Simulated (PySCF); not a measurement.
# C4H7B: the cost of one run

Computed with PySCF 2.14.0, with density-fitted response routines of our own, on a single molecule in the gas phase. Atoms are numbered from 0 throughout.

## Step 1: The starting structure

12 atoms, charge 0, multiplicity 1; geometry from: GFN2-xTB. The atoms were then displaced at random by about 0.01 Å, so the start is not that level's minimum.

Bonds of the start (Å): B0–C1 1.59, C1–C2 1.52, C2–C3 1.31, C3–C4 1.48, C4–C1 1.56, B0–H5 1.15, B0–H6 1.18, C1–H7 1.09, C2–H8 1.10, C3–H9 1.10, C4–H10 1.07, C4–H11 1.09.

## Step 2: Geometry optimisation at PBE0-D3(BJ)/def2-SVP

The job: settings as JSON, then the geometry in Å.

```
{"job": {"xc": "PBE0", "basis": "def2-SVP", "d3": "d3bj", "grid": 1, "shake": 0.01, "kind": "geom"}, "charge": 0, "multiplicity": 1}
B      1.753740    -0.250520     0.527780
C      0.278970    -0.532400     0.017100
C     -0.922390    -0.166380     0.875830
C     -1.434500     0.601420    -0.047050
C     -0.400450     0.347540    -1.079730
H      2.040210    -0.550330     1.599220
H      2.520900     0.297900    -0.173800
H      0.275620    -1.586270    -0.255540
H     -1.152990    -0.431710     1.913450
H     -2.365520     1.191380    -0.074350
H     -0.732380    -0.182520    -1.952600
H      0.178470     1.233620    -1.359330
```

The run is started by

```sh
$ OMP_NUM_THREADS=1 python probes_run.py task.json out
```

One launch serves the whole session: the jobs run in the order shown.

**Question.** How long does this first job take on 1 thread of Arm Neoverse V1, shared host, and how much memory does it need?

About 48 s, with a peak of 0.44 GiB.
